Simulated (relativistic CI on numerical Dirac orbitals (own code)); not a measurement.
# Ti²⁺: K-beta emission multiplets

Aim: the K-beta emission spectrum of Ti²⁺ in 4 surroundings, from the same atomic integrals.

Program: relativistic CI on numerical Dirac orbitals (own code) version 1. Level of theory: Dirac-Coulomb-Breit CI, KLI orbitals optimised for each configuration, model QED (radiative potential, 1s self-energy scaled to tabulated hydrogen-like ionisation energies), valence Slater integrals scaled by 0.7, multiplet model of X-ray emission after core ionisation. These are calculated values, not measurements, unless marked.

### Step 1. Starting point

```
ion            : Ti²⁺ (Ti III)
nuclear charge : 22
electrons      : 20
configurations : [Ar] 3d2 → 1s 2s2 2p6 3s2 3p6 3d2 → [Ne] 3s2 3p5 3d2
temperature    : 80 K
widths         : Lorentz 2.24 eV, Gauss 1 eV
surrounding 1  : free ion
surrounding 2  : D4h, 10Dq = 12950, Ds = -1500, Dt = 860 cm⁻¹
surrounding 3  : D4h, 10Dq = 12950, Ds = -600, Dt = 860 cm⁻¹
surrounding 4  : D4h, 10Dq = 12950, Ds = 300, Dt = 860 cm⁻¹
```

### Step 2. Surrounding 1: free ion

The run's settings:

```ini
atom Ti  Z=22  charge=2  electrons=20
nucleus A=48  rms_radius_fm=3.5921
hamiltonian dirac-coulomb  breit=on  qed=on  c_scale=1
orbitals kli  potential=per-configuration
slater_scale 0.7
correlation none
mixing on
configurations
  [Ar] 3d2
  1s 2s2 2p6 3s2 3p6 3d2
  [Ne] 3s2 3p5 3d2
end
emission K-beta T=80 lorentz=2.24 gauss=1.0
crystal_field free
```

Results of the run (chosen fields of its result record, rounded), cut to the lines that bear on the results:

```text
status: converged
curve, one point in 3 above 2 % of the maximum [energy, intensity] [eV; 1/eV]:
  - [4917.2, 0.003533]
  - [4917.8, 0.004611]
  - [4918.4, 0.006434]
  - [4919, 0.0095]
  - [4919.6, 0.01353]
  - [4920.2, 0.01584]
  - [4920.8, 0.01429]
  - [4921.4, 0.01141]
  - [4922, 0.009964]
  - [4922.6, 0.01051]
  - [4923.2, 0.01304]
  - [4923.8, 0.01672]
  - [4924.4, 0.01847]
  - [4925, 0.01659]
  - [4925.6, 0.01388]
  - [4926.2, 0.01269]
  - [4926.8, 0.01322]
  - [4927.4, 0.01534]
  - [4928, 0.01926]
  - [4928.6, 0.02534]
  - [4929.2, 0.03439]
  - [4929.8, 0.04811]
  - [4930.4, 0.06698]
  - [4931, 0.08933]
  - [4931.6, 0.1158]
  - [4932.2, 0.1458]
  - [4932.8, 0.1644]
  - [4933.4, 0.1552]
  - "... 15 more rows left out ..."
sticks, the strongest [energy, strength] [eV, share]:
  - [4920.17, 0.04281]
  - [4924.32, 0.04326]
  - [4931.06, 0.07338]
  - [4932.23, 0.02097]
  - [4932.24, 0.02169]
  - [4932.28, 0.02889]
  - [4932.33, 0.03202]
  - [4932.53, 0.05992]
  - [4932.56, 0.07331]
  - [4933.18, 0.1717]
  - [4933.29, 0.1501]
  - [4934.8, 0.03798]
  - [4934.81, 0.02412]
  - [4934.84, 0.04891]
centroid [eV]: 4931.76
spread [eV]: 3.45331
peak [eV]: 4933.0
ground_S: 0.999726
radial 1s 3p6 3d2 [Ha, bohr]: {"<r^1>(1s)": 0.068689, "<r^2>(1s)": 0.0063356, "<r^4>(1s)": 0.00010284, "<r^-3>(3d)": 3.3019, "<r^1>(3d)": 1.1604, "<r^2>(3d)": 1.66, "<r^4>(3d)": 5.6941, "F2(3d,3d)": 0.37335, "F4(3d,3d)": 0.23399, "G2(1s,3d)": 0.001526, "zeta(3d)": 0.00092753}
radial 1s2 3p5 3d2 [Ha, bohr]: {"<r^-3>(3p)": 30.978, "<r^1>(3p)": 1.0555, "<r^2>(3p)": 1.301, "<r^4>(3p)": 2.8461, "zeta(3p)": 0.01598, "<r^-3>(3d)": 2.6507, "<r^1>(3d)": 1.2412, "<r^2>(3d)": 1.8903, "<r^4>(3d)": 7.2553, "F2(3d,3d)": 0.34995, "F4(3d,3d)": 0.21964, "F2(3p,3d)": 0.38041, "G1(3p,3d)": 0.47422, "G3(3p,3d)": 0.28831, "zeta(3d)": 0.0006272}
```

Wall time 0.14 s (1 thread, shared host).

### Step 3. Surrounding 2: D4h, 10Dq = 12950, Ds = -1500, Dt = 860

The settings differ from step 2 so:

```diff
@@ -13,2 +13,2 @@
 emission K-beta T=80 lorentz=2.24 gauss=1.0
-crystal_field free
+crystal_field D4h 10Dq=12950 Ds=-1500 Dt=860
```

From the record:

```text
status: converged
curve, one point in 6 above 2 % of the maximum [energy, intensity] [eV; 1/eV]:
  - [4917, 0.003352]
  - [4918.2, 0.006172]
  - [4919.4, 0.01034]
  - [4920.6, 0.009945]
  - [4921.8, 0.00922]
  - [4923, 0.01332]
  - [4924.2, 0.0129]
  - [4925.4, 0.01053]
  - [4926.6, 0.013]
  - [4927.8, 0.021]
  - [4929, 0.0356]
  - [4930.2, 0.06278]
  - [4931.4, 0.1039]
  - [4932.6, 0.151]
  - [4933.8, 0.1446]
  - [4935, 0.08787]
  - [4936.2, 0.03918]
  - [4937.4, 0.01908]
  - [4938.6, 0.01123]
  - [4939.8, 0.007435]
  - [4941, 0.005307]
  - [4942.2, 0.003988]
sticks, the strongest [energy, strength] [eV, share]:
  - [4933.14, 0.02786]
  - [4933.15, 0.02724]
  - [4933.17, 0.05164]
  - [4933.36, 0.04012]
  - [4933.4, 0.04877]
  - [4933.44, 0.02813]
  - [4934.24, 0.04224]
  - [4934.76, 0.09405]
centroid [eV]: 4931.97
spread [eV]: 3.23844
peak [eV]: 4933.2
ground_S: 0.999921
```

Wall time 0.14 s (1 thread, shared host).

### Step 4. Surrounding 3: D4h, 10Dq = 12950, Ds = -600, Dt = 860

The settings differ from step 3 so:

```diff
@@ -13,2 +13,2 @@
 emission K-beta T=80 lorentz=2.24 gauss=1.0
-crystal_field D4h 10Dq=12950 Ds=-1500 Dt=860
+crystal_field D4h 10Dq=12950 Ds=-600 Dt=860
```

From the record:

```text
status: converged
curve, one point in 6 above 2 % of the maximum [energy, intensity] [eV; 1/eV]:
  - [4917, 0.003314]
  - [4918.2, 0.006082]
  - [4919.4, 0.01046]
  - [4920.6, 0.01019]
  - [4921.8, 0.009266]
  - [4923, 0.01365]
  - [4924.2, 0.01297]
  - [4925.4, 0.01046]
  - [4926.6, 0.01288]
  - [4927.8, 0.02078]
  - [4929, 0.03537]
  - [4930.2, 0.06258]
  - [4931.4, 0.1045]
  - [4932.6, 0.1512]
  - [4933.8, 0.1449]
  - [4935, 0.08733]
  - [4936.2, 0.03896]
  - [4937.4, 0.019]
  - [4938.6, 0.01119]
  - [4939.8, 0.007419]
  - [4941, 0.005297]
  - [4942.2, 0.003981]
sticks, the strongest [energy, strength] [eV, share]:
  - [4932.99, 0.04061]
  - [4933.21, 0.05778]
  - [4933.24, 0.03737]
  - [4933.39, 0.0557]
  - [4933.43, 0.02345]
  - [4933.44, 0.02838]
  - [4934.34, 0.03853]
  - [4934.76, 0.08881]
centroid [eV]: 4931.96
spread [eV]: 3.24358
peak [eV]: 4933.2
ground_S: 0.999942
```

It took 0.15 s on 1 thread, shared host.

### Step 5. Surrounding 4: D4h, 10Dq = 12950, Ds = 300, Dt = 860

The settings differ from step 4 so:

```diff
@@ -13,2 +13,2 @@
 emission K-beta T=80 lorentz=2.24 gauss=1.0
-crystal_field D4h 10Dq=12950 Ds=-600 Dt=860
+crystal_field D4h 10Dq=12950 Ds=300 Dt=860
```

From the record:

```text
status: converged
curve, one point in 6 above 2 % of the maximum [energy, intensity] [eV; 1/eV]:
  - [4917, 0.003311]
  - [4918.2, 0.006068]
  - [4919.4, 0.01062]
  - [4920.6, 0.01046]
  - [4921.8, 0.009406]
  - [4923, 0.01395]
  - [4924.2, 0.01317]
  - [4925.4, 0.01053]
  - [4926.6, 0.01288]
  - [4927.8, 0.02062]
  - [4929, 0.03502]
  - [4930.2, 0.06242]
  - [4931.4, 0.1049]
  - [4932.6, 0.1519]
  - [4933.8, 0.145]
  - [4935, 0.08639]
  - [4936.2, 0.03854]
  - [4937.4, 0.01886]
  - [4938.6, 0.01113]
  - [4939.8, 0.007385]
  - [4941, 0.005278]
  - [4942.2, 0.003969]
sticks, the strongest [energy, strength] [eV, share]:
  - [4932.98, 0.02366]
  - [4933.09, 0.04154]
  - [4933.28, 0.05672]
  - [4933.33, 0.03408]
  - [4933.4, 0.02639]
  - [4933.47, 0.02599]
  - [4934.46, 0.03332]
  - [4934.76, 0.08022]
centroid [eV]: 4931.94
spread [eV]: 3.25899
peak [eV]: 4933.2
ground_S: 0.999937
```

It took 0.15 s on 1 thread, shared host.

### Step 6. Comparison

| surrounding | ground S | centroid (eV) | spread (eV) | up to four highest peaks (% of the highest), eV |
| --- | --- | --- | --- | --- |
| 1: free | 1.00 | 4931.76 | 3.45 | 4920.2 (10), 4924.4 (11), 4933.0 (100) |
| 2: D4h | 1.00 | 4931.97 | 3.24 | 4919.8 (7), 4923.6 (9), 4933.2 (100) |
| 3: D4h | 1.00 | 4931.96 | 3.24 | 4920.0 (7), 4923.4 (9), 4933.2 (100) |
| 4: D4h | 1.00 | 4931.94 | 3.26 | 4920.0 (7), 4923.4 (9), 4933.2 (100) |

### Step 7. What came out

| quantity | value |
| --- | --- |
| highest peak, first run | 4933.0 eV |
| ground spin (effective S from ⟨S²⟩) | 1.00 |

What this shows: The highest peak stays in place, within the step of the energy grid, in all surroundings. Photon energies are those of the free ion; lines in solids lie a few eV away.
